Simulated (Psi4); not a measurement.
**CHCuO (Cu(CO)H): M06-2X/def2-TZVPD (sweep point 6)**

Aim: the vertical ionisation energy of CHCuO (Cu(CO)H) at M06-2X/def2-TZVPD (sweep point 6), from 2 runs. 

The results are computed with Psi4 1.11.

4 further runs of the same task are left out: 4 set aside as unsound or not needed.

## (1) The system as given

The species is CHCuO (4 atoms), meant as a singlet with charge 0. SMILES: `[H][Cu]<-[C-]#[O+]`. The shape comes from GFN2-xTB, which is rough for such elements, and wasn't checked as a minimum.

Bond lengths: Cu1–C2 1.786 Å, C2–O3 1.137 Å, Cu1–H4 1.489 Å. Angles: Cu1–C2–O3 177.7°, C2–Cu1–H4 179.0°.

## (2) A single-point energy at M06-2X/def2-TZVPD (sweep point 6)

input.inp reads:

```
memory 1.6 GB

molecule system {
  Cu    -0.014370     0.018700    -0.804770
  C     -0.004560     0.008270     0.981090
  O      0.032210    -0.031180     2.117060
  H     -0.013280     0.004200    -2.293380
  symmetry c1
}

set {
  basis def2-TZVPD
  reference rks
  puream true
  scf_type pk
  dft_radial_points 99
  dft_spherical_points 590
  d_convergence 1e-08
  e_convergence 1e-08
}

result, w = energy("m06-2x", return_wfn=True)
print_variables()
```

The run is started by

```
$ psi4 -i input.inp -o input.out -n 1
```

input.out (excerpt; [...] marks lines left out):

```text
[...]
  Running in c1 symmetry.
[...]
  Nuclear repulsion =  128.136591491432398
[...]
  Multiplicity = 1
[...]
  Nalpha       = 22
  Nbeta        = 22
[...]
    Number of basis functions: 134
[...]
   @RKS iter   1: -1751.17483320221345    2.42473e-01   3.15505e-02 ADIIS/DIIS
[...]
   @RKS iter  14: -1754.37522909990366   -1.31877e-11   5.85266e-09 DIIS
[...]
    Orbital Energies [Eh]
    ---------------------
    Doubly Occupied:
       1A   -325.076989     2A    -39.487755     3A    -34.694684
       4A    -34.690613     5A    -34.690611     6A    -19.782922
       7A    -10.719911     8A     -4.552493     9A     -3.034887
      10A     -3.022969    11A     -3.022966    12A     -1.331833
      13A     -0.724845    14A     -0.602038    15A     -0.601826
      16A     -0.597405    17A     -0.421918    18A     -0.421917
      19A     -0.418406    20A     -0.418391    21A     -0.401001
      22A     -0.290792
[...]
  @RKS Final Energy: -1754.37522909990366
   => Energetics <=
    Nuclear Repulsion Energy =            128.1365914914323980
    One-Electron Energy =               -2696.2289299032613599
    Two-Electron Energy =                 852.3128328025268274
    DFT Exchange-Correlation Energy =     -38.5957234906013369
    Empirical Dispersion Energy =           0.0000000000000000
    VV10 Nonlocal Energy =                  0.0000000000000000
    Total Energy =                      -1754.3752290999036632
[...]
 Multipole Moments:
 ------------------------------------------------------------------------------------
     Multipole            Electronic (a.u.)      Nuclear  (a.u.)        Total (a.u.)
 ------------------------------------------------------------------------------------
 L = 1.  Multiply by 2.5417464519 to convert [e a0] to [Debye]
 Dipole X            :         -0.0396188            0.0361593           -0.0034594
 Dipole Y            :          0.0666292           -0.0517268            0.0149023
 Dipole Z            :          0.1870533            1.3128123            1.4998656
 Magnitude           :                                                    1.4999436
[...]
```

Wall time 57 s (1 thread of AMD EPYC 7R43 (Zen 3), shared host); peak memory 0.98 GiB.

## (3) The doublet cation at the same level

calc.in reads:

```
memory 1600 MB

molecule system {
  1 2
  Cu    -0.014370     0.018700    -0.804770
  C     -0.004560     0.008270     0.981090
  O      0.032210    -0.031180     2.117060
  H     -0.013280     0.004200    -2.293380
  symmetry c1
}

set {
  basis def2-TZVPD
  reference uks
  puream true
  scf_type pk
  dft_radial_points 99
  dft_spherical_points 590
  d_convergence 1e-08
  e_convergence 1e-08
  maxiter 150
}

energy('m06-2x')
```

The run is started by

```
$ psi4 calc.in calc.out -n 1
```

calc.out (excerpt; [...] marks lines left out):

```text
[...]
  Running in c1 symmetry.
[...]
  Nuclear repulsion =  128.136591491432398
[...]
  Multiplicity = 2
[...]
  Nalpha       = 22
  Nbeta        = 21
[...]
    Number of basis functions: 134
[...]
   @UKS iter   1: -1751.04413607329025    3.73170e-01   3.09482e-02 ADIIS/DIIS
[...]
   @UKS iter  18: -1754.03760537131620   -9.61791e-11   8.60251e-09 DIIS
[...]
   @S^2 Observed:                7.536414453E-01
[...]
    Orbital Energies [Eh]
    ---------------------
    Alpha Occupied:
       1A   -325.383659     2A    -39.796257     3A    -35.009210
       4A    -34.995246     5A    -34.995246     6A    -19.988945
       7A    -10.924844     8A     -4.865686     9A     -3.362734
      10A     -3.331438    11A     -3.331436    12A     -1.526300
      13A     -0.926395    14A     -0.839435    15A     -0.797790
      16A     -0.797779    17A     -0.733489    18A     -0.733462
      19A     -0.728267    20A     -0.728266    21A     -0.710977
      22A     -0.635345
    Alpha Virtual:
      23A     -0.268649    24A     -0.268634    25A     -0.154915
[...]
  @UKS Final Energy: -1754.03760537131620
   => Energetics <=
    Nuclear Repulsion Energy =            128.1365914914323980
    One-Electron Energy =               -2684.2574003203462780
    Two-Electron Energy =                 840.5434145097800638
    DFT Exchange-Correlation Energy =     -38.4602110521823732
    Empirical Dispersion Energy =           0.0000000000000000
    VV10 Nonlocal Energy =                  0.0000000000000000
    Total Energy =                      -1754.0376053713162037
[...]
 Multipole Moments:
 ------------------------------------------------------------------------------------
     Multipole            Electronic (a.u.)      Nuclear  (a.u.)        Total (a.u.)
 ------------------------------------------------------------------------------------
 L = 1.  Multiply by 2.5417464519 to convert [e a0] to [Debye]
 Dipole X            :         -0.0484028            0.0361593           -0.0122434
 Dipole Y            :          0.0656597           -0.0517268            0.0139329
 Dipole Z            :         -1.7916727            1.3128123           -0.4788604
 Magnitude           :                                                    0.4792195
[...]
```

It took 1.9 min on 1 thread of AMD EPYC 7R43 (Zen 3), shared host; peak memory 0.97 GiB.

## (4) What came out

Level: M06-2X/def2-TZVPD (sweep point 6).

| quantity | value |
| --- | --- |
| singlet CHCuO: total energy | -1754.37523 Eh |
| singlet CHCuO: dipole moment | 3.81 D |
| singlet CHCuO: HOMO energy | -7.91 eV |
| singlet CHCuO: LUMO energy | -1.52 eV |
| singlet CHCuO: HOMO–LUMO gap | 6.39 eV |
| doublet cation: total energy | -1754.03761 Eh |
| doublet cation: HOMO energy (highest over α and β) | -17.29 eV |
| doublet cation: LUMO energy (lowest over α and β) | -10.57 eV |
| doublet cation: ⟨S²⟩ | 0.754 |
| vertical ionisation energy (to the doublet cation) | 9.187 eV |

What this shows: Removing an electron at fixed nuclei costs 9.19 eV (212 kcal/mol). The negative HOMO energy of the first species, 7.91 eV, lies 1.27 eV below that difference.
